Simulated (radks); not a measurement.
# V¹⁹⁺ in [He] 2s1.75 2p0.25: an all-electron calculation

What are the levels of the vanadium ion V19+, how large are its shells, and how does its energy divide?

Program: radks (a radial shooting solver on a logarithmic mesh, Libxc functionals) version 1. Level of theory: Dirac Kohn-Sham, BLYP, spin-unpolarised, spherical densities, finite nucleus; open shells are shared between the two j in proportion to 2j + 1. These are calculated values, not measurements, unless marked.

## (1) What is computed

```
element            : vanadium (Z = 23)
charge             : +19
electrons          : 4
configuration      : [He] 2s1.75 2p0.25
nuclear rms radius : 3.6002 fm
```

## (2) The calculation

Settings of this run:

```text
Z 23
configuration [He] 2s1.75 2p0.25
relativity Dirac
functional b88,lyp
spin unpolarised
j_filling average
nucleus finite rms 3.6002 fm
c 137.035999084
```

**Question.** What will this run give?

As calculated:

```
                        quantity                    value
                    total energy       -630.11286 hartree
exchange-correlation share of it                   2.95 %
                            −T/E                   1.0143
          highest occupied level        2p3/2, -1389.2 eV
    most extended occupied level  2s1/2, <r> = 0.277 bohr
 radius at density 0.001 e/bohr³               0.829 bohr
    maxima of the radial density                        2
```

2 principal shells are occupied and 2 maxima appear in the radial density. −T/E is 1.014: with relativity the kinetic term as defined here no longer equals −E. This is not the tabulated ground configuration, so its levels and sizes aren't those of the ground state, and no measured value stands beside it.
